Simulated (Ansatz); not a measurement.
# BAs: the cost of one run

Program: Ansatz 0.2.0. Level of theory: DFT LDA, scalar-relativistic, plane waves, PAW. These are calculated values, not measurements.

**1. Starting point**

It takes space group F-43m (No. 216, cubic). The conventional cell has a = 4.777 Å, b = 4.777 Å, c = 4.777 Å, α = 90.00°, β = 90.00°, γ = 90.00°. Around B (site symmetry -43m) lie 4 As at 2.07 Å. As (site symmetry -43m) is surrounded by 4 B at 2.07 Å.

Coordinates:

```xyz
2
Lattice="0.0000 2.3885 2.3885 2.3885 0.0000 2.3885 2.3885 2.3885 0.0000" Properties=species:S:1:pos:R:3 pbc="T T T"
B     0.0000    0.0000    0.0000
As    3.5827    3.5827    3.5827
```

No relaxation comes first: the listed cell is the starting point.

**2. The undisturbed cell**

The input, input.yaml:

```yaml
crystal:
  lattice:
    - [0.0, 2.3885, 2.3885]
    - [2.3885, 0.0, 2.3885]
    - [2.3885, 2.3885, 0.0]
  atoms:
    - { symbol: B, position: [0.0, 0.0, 0.0] }
    - { symbol: As, position: [0.75, 0.75, 0.75] }
basis:
  ecutwfc: 420
kpoints:
  mp_grid: { grid: [12, 12, 12] }
hamiltonian:
  xc: lda
scf:
  occupations: { method: gaussian, width: 0.05 }
output:
  forces: true
  stress: true
  eigenvalues: true
  write_density: true
  write_potential: true
  elf: true
  volumetric_format: npy
```

Started as:

```bash
$ ansatz run input.yaml --threads 1 --pin off --max-ram 2560MiB --backend cpu --events-out ev --progress --plain --runs-dir out
```

**Question.** How long does this run take on 1 thread of Arm Neoverse V2, shared host, and how much memory does it need?

About 3.6 s, with a peak of 0.3 GiB.
